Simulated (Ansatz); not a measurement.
**CoH+ (sextet): from Hartree-Fock to the top rungs, def2-TZVPP**

An exercise on one series of results from a longer session: the logs are not shown, and one member is left open.

Program: Ansatz 0.2.0, Gaussian basis. Level of theory: def2-TZVPP, core rule «outside noble gas», up to 9 orbitals frozen. These are calculated values, not measurements.

Plan: UHF; ROHF; CCSD(T) on UHF.

**The system**

The geometry is a PBE0/def2-TZVP stationary point (not a proven minimum) of the parent state, kept for this charge and spin.

2 atoms, charge 1, spin multiplicity 6.

Atoms are counted from 1 here; the program's logs count them from 0.

Bond lengths: Co1–H2 1.633 Å.

Set-up of the first run:

File in.yaml:

```yaml
crystal:
  periodic: [false, false, false]
  atoms:
    - {symbol: Co, position_ang: [0.000000, 0.000000, 0.000000]}
    - {symbol: H, position_ang: [0.000000, 0.000000, 1.633200]}
basis:
  gaussian: {orbitals: def2-TZVPP}
total_charge: 1
magnetization: {spin_polarized: true, initial_magnetization: 5}
hamiltonian: {xc: hf}
output: {orbitals: {seedname: orbitals}}
```

On the command line:

```console
> ansatz run in.yaml --threads 1 --pin off --events-out ev --progress --plain --max-ram 4096MiB --backend cpu
```

Steps of the session up to this table: UHF; ROHF; CCSD(T) on UHF.

One table of the session follows, with a row left open; its other results are not shown here.

```
  method  from UCCSD(T) (kcal/mol)
    ROHF                         ?
     UHF                   +136.71
    UMP2                     +4.37
   UCCSD                     +3.59
UCCSD(T)                         0
```

Estimate the missing values for ROHF.

The run gave: from UCCSD(T) (kcal/mol): +141.66. In the column «from UCCSD(T) (kcal/mol)» it is the highest.
